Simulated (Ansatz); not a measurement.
# CH3Te− (SMILES [CH2-][TeH]): functionals against CCSD(T) at one geometry

The task here is to estimate one member of a computed series from the others.

Method: single points in def2-TZVPPD; program: Ansatz 0.2.0, Gaussian basis.

Correlated methods freeze the cores. Filled d shells of the heavier atoms are correlated. Core potentials replace the inner electrons past krypton, and spin-orbit coupling is left out.

### The starting structure

SMILES `[CH2-][TeH]`, 5 atoms, charge -1, spin multiplicity 1.

Atoms are counted from 1 here; the program's logs count them from 0.

Bond lengths: C1–Te2 2.411 Å, C1–H3 1.105 Å, C1–H4 1.093 Å, Te2–H5 1.622 Å. Angles: Te2–C1–H3 92.9°, Te2–C1–H4 86.7°, H3–C1–H4 99.3°, C1–Te2–H5 105.3°.

Geometry (Å):

```xyz
5
charge -1, multiplicity 1
C    -0.6249   -1.0822    0.2656
Te    1.1432    0.5565    0.2730
H    -1.3417   -0.3922    0.7460
H    -0.7900   -0.8078   -0.7798
H     0.6615    1.7116   -0.7581
```

The first run:

File run/in.yaml:

```yaml
crystal:
  periodic: [false, false, false]
  atoms:
    - {symbol: C, position_ang: [-0.624889, -1.082216, 0.265606]}
    - {symbol: Te, position_ang: [1.143226, 0.556522, 0.272992]}
    - {symbol: H, position_ang: [-1.341720, -0.392224, 0.746040]}
    - {symbol: H, position_ang: [-0.790012, -0.807787, -0.779758]}
    - {symbol: H, position_ang: [0.661469, 1.711601, -0.758075]}
basis:
  gaussian: {orbitals: "def2-TZVPPD.json"}
total_charge: -1
hamiltonian: {xc: pbe, dispersion: d4}
output: {forces: true}
```

The basis file named in the input lies beside it (Basis Set Exchange, JSON).

Launch:

```bash
> ansatz run in.yaml --threads 2 --pin off --events-out ev --progress --plain --max-ram 3481MiB
```

Among the steps run: PBE-D4/def2-TZVPPD; r2SCAN-D4/def2-TZVPPD; PBE0-D4/def2-TZVPPD; wB97M-V/def2-TZVPPD; CCSD(T)/def2-TZVPPD.

One table of the session follows, with a row left open; its other results are not shown here.

| method | RMS force component (eV/Å) | angle to CCSD(T) forces (°) |
| --- | --- | --- |
| PBE-D4 | 0.803 | 12.2 |
| r2SCAN-D4 | 0.725 | 5.1 |
| PBE0-D4 | 0.744 | 3.4 |
| wB97M-V | ? | ? |
| CCSD(T) | 0.682 | reference |

**Question.** Estimate the row for wB97M-V.

**Answer.** RMS force component (eV/Å): 0.686; angle to CCSD(T) forces (°): 5.9. In the column «RMS force component (eV/Å)» it lies between CCSD(T) (0.682) and r2SCAN-D4 (0.725).
